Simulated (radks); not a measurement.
**C⁺ in [He] 2s2 2p1: an all-electron calculation**

An exercise on one series of results from a longer session: the logs are not shown, and one member is left open.

Method: scalar-relativistic Kohn-Sham, PBE, spin-polarised, spherical densities, finite nucleus; open shells are filled with parallel spins first. Code: radks (a radial shooting solver on a logarithmic mesh, Libxc functionals) version 1.

## What is computed

* element: carbon (Z = 6)
* charge: +1
* electrons: 5
* configuration: [He] 2s2 2p1
* nuclear rms radius: 2.4702 fm

Outer shells as boxes (Hund's rule):

C⁺
```
[He] core
2s [↑↓]
2p [↑ ][  ][  ]
```

The first run:

Settings of this run:

```text
Z 6
configuration [He] 2s2 2p1
relativity scalar-relativistic
functional pbe,pbe
spin polarised
nucleus finite rms 2.4702 fm
c 137.035999084
```

One of the session's tables, all rows but one given; the rest of the session is left out.

It belongs to the step «Orbitals and density». From the orbitals of this run (lengths in bohr):

| level | <r> | outermost maximum (interpolated) | 90 % within |
| --- | --- | --- | --- |
| 1s up | 0.2707 | 0.174 | 0.486 |
| 1s down | 0.2703 | 0.174 | 0.485 |
| 2s up | 1.453 | 1.17 | 2.28 |
| 2s down | 1.476 | 1.18 | 2.33 |
| 2p up | 1.487 | 1.10 | 2.48 |
| 2p down | ? | ? | ? |

**Question.** Estimate the row for 2p down.

As computed: <r>: 1.529; outermost maximum (interpolated): 1.12; 90 % within: 2.57. In the column «<r>» it is the highest.

Caveats from the session: Open shells are spherical and high-spin; term and fine-structure splittings are not resolved.
